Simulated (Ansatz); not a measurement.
**C2H3FGe: how energies converge with the basis set**

How large a basis does C2H3FGe need? Two functionals are run in growing sets.

The runs use Ansatz 0.2.0, Gaussian basis; one geometry, several basis sets.

Plan: PBE0-D4/def2-SVP; ωB97M-V/def2-SVP; PBE0-D4/def2-QZVPP; ωB97M-V/def2-QZVPP; the functionals' def2-TZVPP values are taken from earlier runs.

## (1) The relaxed structure

The geometry comes from an earlier relaxation with PBE0-D4/def2-TZVP; it is a stationary point, not always the lowest conformer.

7 atoms, charge 0, spin multiplicity 1.

Atoms are counted from 1 here; the program's logs count them from 0.

Bond lengths: F1–C2 1.321 Å, C2–C3 1.316 Å, C2–Ge4 1.894 Å, C3–Ge4 1.936 Å, C3–H5 1.082 Å, Ge4–H6 1.533 Å, Ge4–H7 1.533 Å. Angles: F1–C2–C3 135.4°, F1–C2–Ge4 153.0°, C3–C2–Ge4 71.7°, C2–C3–Ge4 68.2°, C2–C3–H5 139.9°, Ge4–C3–H5 151.9°, C2–Ge4–C3 40.2°, C2–Ge4–H6 121.0°, C2–Ge4–H7 121.0°, C3–Ge4–H6 120.4°, C3–Ge4–H7 120.4°, H6–Ge4–H7 114.1°.

Geometry (Å):

```xyz
7
charge 0, multiplicity 1
F    -0.6154   -2.1574    0.5589
C    -0.1915   -0.9463    0.2436
C     0.9835   -0.3627    0.1399
Ge   -0.4642    0.8559   -0.2704
H     2.0344   -0.5910    0.2555
H    -0.9042    1.9105    0.7513
H    -0.7813    1.2230   -1.7245
```

## (2) PBE0-D4 in def2-SVP

The input, in.yaml:

```yaml
crystal:
  periodic: [false, false, false]
  atoms:
    - {symbol: F, position_ang: [-0.615421, -2.157431, 0.558927]}
    - {symbol: C, position_ang: [-0.191465, -0.946253, 0.243620]}
    - {symbol: C, position_ang: [0.983496, -0.362683, 0.139894]}
    - {symbol: Ge, position_ang: [-0.464185, 0.855934, -0.270406]}
    - {symbol: H, position_ang: [2.034383, -0.590955, 0.255466]}
    - {symbol: H, position_ang: [-0.904218, 1.910526, 0.751318]}
    - {symbol: H, position_ang: [-0.781291, 1.222963, -1.724519]}
basis:
  gaussian: {orbitals: def2-SVP}
hamiltonian: {xc: pbe0, dispersion: d4}
output: {orbitals: {seedname: orbitals}}
```

Started as:

```bash
ansatz run in.yaml --threads 2 --pin off --events-out ev --progress --plain --max-ram 4352MiB
```

Further steps of the session: ωB97M-V in def2-SVP; PBE0-D4 in def2-QZVPP; ωB97M-V in def2-QZVPP.

**Question.** What will the summary of the whole plan be? Wanted: PBE0-D4: double and triple zeta above quadruple; ωB97M-V: double and triple zeta above quadruple.

As calculated:

```
                                       quantity           value
PBE0-D4: double and triple zeta above quadruple  14.25, 1.48 eV
ωB97M-V: double and triple zeta above quadruple  14.34, 1.43 eV
```

**Reading.** For PBE0-D4 the step from double to triple zeta gains 12.77 eV and the next only 1.48 eV. Total energies overstate the basis error of differences, where much of it tends to cancel. The LUMO of ωB97M-V is positive and keeps falling with the basis (1.84 to 1.12 eV): an unbound level that the basis holds in place.
